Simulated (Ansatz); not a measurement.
This script drives Ansatz 0.2.0 through its Python package.

The script, `field.py`:
```python
import ansatz as az
import numpy as np

GEOMETRY = '''
Ge    0.00000    0.00000    0.00000
I     0.00000    0.00000    2.47000
'''

mol = az.Crystal.molecule()
for line in GEOMETRY.strip().splitlines():
    symbol, *xyz = line.split()
    mol = mol.atom(symbol, [float(v) for v in xyz])

base = (
    mol.calculation()
    .basis(gaussian='def2-SVPD')
    .functional('pbe')
    .spin('collinear', total=1)
    .forces()
)
centre = np.mean([site.position_ang for site in mol.cartesian_sites], axis=0)
field = 2 * 14.399645 * 4.0 / 40.0 ** 2


def dipole(axis, sign):
    arm = 40.0 * np.eye(3)[axis]
    pair = [{'charge': sign * 4.0, 'position_ang': (centre - arm).tolist()}, {'charge': -sign * 4.0, 'position_ang': (centre + arm).tolist()}]
    deck = base.input().set(az.key.basis.gaussian.point_charges, pair)
    return np.array(az.Session.from_dict(deck).plan().execute().report['charge_distribution']['dipole_moment_e_ang'])


print(f'field {field:.4f} V/A')
alpha = np.array([(dipole(axis, 1) - dipole(axis, -1)) / (2 * field) * 14.399645 for axis in range(3)])
print('polarisability tensor (A^3)')
print(np.array2string(alpha, precision=3, suppress_small=True))
print(f'mean {np.trace(alpha) / 3:.3f} A^3 = {np.trace(alpha) / 3 / 0.14818471:.2f} bohr^3')
```

It is started by `python field.py`. How long does it take on 1 thread of Intel(R) Xeon(R) 6975P-C (Granite Rapids) (shared host), and how much memory does it need?

It took about 56 s, with a peak of 0.23 GiB, for 6 runs of the engine.

`python field.py` gives:
```text
field 0.0720 V/A
polarisability tensor (A^3)
[[ 9.462 -0.     0.   ]
 [-0.     9.462 -0.   ]
 [ 0.    -0.    15.27 ]]
mean 11.398 A^3 = 76.92 bohr^3
```

Notes:
- The geometry is a force-field or estimated start, not a minimum of this method, and the basis set is short of its limit. The field of two point charges is only nearly even.
- def2 sets replace the cores of elements past krypton by effective core potentials.
- The species is open-shell (spin multiplicity 2).
- The spin state was assumed, and another may lie lower.

(Lines on the test bed's own set-up are left out of the output.)
